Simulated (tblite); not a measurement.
# C4H13NOSi3: the cost of one run

Programs: tblite 0.8.0 and PySCF 2.14.0, with density-fitted response routines of our own. Each step states its level of theory. These are calculated values for one molecule in the gas phase, unless marked as measured. Atoms are numbered from 0 throughout.

## 1. The molecule as given

22 atoms, charge 0, multiplicity 1; geometry from: force field or distance geometry start.

Bonds of the start (Å): C0–C1 1.34, C1–C2 1.49, C2–O3 1.21, C1–Si4 1.85, Si4–N5 1.72, N5–Si6 1.69, Si4–Si7 2.36, Si7–C8 1.83, C0–H9 1.08, C0–H10 1.09, C2–H11 1.10, Si4–H12 1.49, N5–H13 1.02, Si6–H14 1.48, Si6–H15 1.49, Si6–H16 1.47, Si7–H17 1.50, Si7–H18 1.48, C8–H19 1.10, C8–H20 1.10, C8–H21 1.10.

## 2. Geometry optimisation with GFN2-xTB

The job: settings as JSON, then the geometry in Å.

```
{"job": {"kind": "relax", "xc": "GFN2-xTB", "basis": "xTB"}, "charge": 0, "multiplicity": 1}
C      0.218500     2.545600    -1.477700
C     -0.239900     1.760200    -0.495700
C     -0.571100     2.413100     0.804600
O     -0.952400     1.816800     1.789200
Si    -0.490000    -0.073200    -0.593900
N     -0.374000    -0.522400    -2.251700
Si    -1.124900    -2.003900    -2.550400
Si     1.145300    -1.128000     0.740400
C      0.970300    -0.690800     2.513300
H      0.456000     2.149200    -2.453400
H      0.325300     3.620400    -1.361800
H     -0.478300     3.512200     0.819300
H     -1.857400    -0.402500    -0.109400
H      0.610000    -0.583500    -2.527400
H     -0.459700    -3.041900    -1.738700
H     -2.576300    -1.915400    -2.246600
H     -0.903300    -2.302800    -3.973700
H      1.006400    -2.610600     0.561400
H      2.485200    -0.749800     0.230100
H      1.665400    -1.264600     3.135300
H     -0.048100    -0.881600     2.886800
H      1.182500     0.372900     2.688200
```

Started as:

```console
OMP_NUM_THREADS=1 python probes_run.py task.json out
```

The driver reads the jobs from task.json and runs them one after another.

**Question.** How long does this first job take on 1 thread of Intel Xeon at 2.50GHz, shared host, and how much memory does it need?

About 8.6 s, with a peak of 0.19 GiB.
